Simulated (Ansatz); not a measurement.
# HgOs: the cost of one run

Method: DFT PBE, scalar-relativistic, plane waves, PAW, in Ansatz 0.2.0.

The COD cell was measured well above room temperature, so it is larger than a cold one.

### Step 1. The starting structure

It takes space group Fm-3m (No. 225, cubic). Conventional cell: a = 5.382 Å, b = 5.382 Å, c = 5.382 Å, α = 90.00°, β = 90.00°, γ = 90.00°. Hg (site symmetry m-3m) is surrounded by 6 Os at 2.69 Å. Os (site symmetry m-3m) is surrounded by 6 Hg at 2.69 Å.

Coordinates:

```
CELL_PARAMETERS angstrom
0.00000 2.69115 2.69115
2.69115 0.00000 2.69115
2.69115 2.69115 0.00000
ATOMIC_POSITIONS crystal
Hg 0.00000 0.00000 0.00000
Os 0.50000 0.50000 0.50000
```

This is candidate A: rock salt type (Fm-3m, No. 225).

(A quick probe on a coarse mesh, which set the mesh and smearing, is not shown.)

### Step 3. The relaxation (candidate A)

File input.yaml:

```yaml
crystal:
  lattice:
    - [0.0, 2.6911529973, 2.6911529973]
    - [2.6911529973, 0.0, 2.6911529973]
    - [2.6911529973, 2.6911529973, 0.0]
  atoms:
    - { symbol: Hg, position: [0.0, 0.0, 0.0] }
    - { symbol: Os, position: [0.5, 0.5, 0.5] }
basis:
  ecutwfc: 420
kpoints:
  mp_grid: { grid: [18, 18, 18] }
hamiltonian:
  xc: pbe
scf:
  occupations: { method: gaussian, width: 0.1 }
output:
  forces: true
  stress: true
  eigenvalues: true
relax:
  adjacent_minimum: "off"
  f_tol: 0.01
  max_steps: 80
  cell: { stress_tol: 0.05 }
```

Launch:

```sh
ansatz run input.yaml --threads 1 --pin off --max-ram 2560MiB --backend cpu --events-out ev --progress --plain --runs-dir out
```

**Question.** How long does this run take on 1 thread of Arm Neoverse V2, shared host, and how much memory does it need?

About 35 s, with a peak of 0.43 GiB.
